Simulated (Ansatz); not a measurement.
# ClHTi: the cost of one run

Program: Ansatz 0.2.0, Gaussian basis. Level of theory: def2-TZVPP, all electrons in the functionals, frozen cores in the correlation of double hybrids and RPA. These are calculated values, not measurements.

Plan: PBE, r2SCAN, PBE0, B3LYP, wB97M-V, B2PLYP, RPA-PBE, at charge 0, singlet; charge 1, doublet.

4 further runs of the same task are left out: 1 for a known fault of the program, 3 set aside as unsound or not needed.

## Step 1: What is computed

The geometry is a PBE0/def2-TZVP stationary point (not a proven minimum).

3 atoms, charge 0, spin multiplicity 1.

Atoms are counted from 1 here; the program's logs count them from 0.

Bond lengths: Ti1–Cl2 2.280 Å, Ti1–H3 1.822 Å. Angles: Cl2–Ti1–H3 180.0°.

No dispersion term is added; wB97M-V holds VV10 nonlocal correlation. B3LYP takes the VWN-RPA correlation.

The geometry shown and the zero of energy belong to the point charge 0, singlet. The yardstick, UCCSD(T), and other wave-function levels (R restricted, U unrestricted, valence and pair active spaces) come from earlier runs.

## Step 2: PBE, charge 0, singlet

File in.yaml:

```yaml
crystal:
  periodic: [false, false, false]
  atoms:
    - {symbol: Ti, position_ang: [0.000000, 0.000000, -0.152833]}
    - {symbol: Cl, position_ang: [0.000000, 0.000000, 2.127267]}
    - {symbol: H, position_ang: [0.000000, 0.000000, -1.974433]}
basis:
  gaussian: {orbitals: def2-TZVPP}
magnetization: {spin_polarized: true, initial_magnetization: 0}
hamiltonian: {xc: {name: PBE}}
output: {orbitals: {seedname: orbitals}}
```

Launch:

```console
> ansatz run in.yaml --threads 1 --pin off --events-out ev --progress --plain --max-ram 4096MiB --backend cpu
```

**Question.** How long does this run take on 1 thread of AMD EPYC 7R13, shared host, and how much memory does it need?

About 30 s, with a peak of 0.26 GiB.
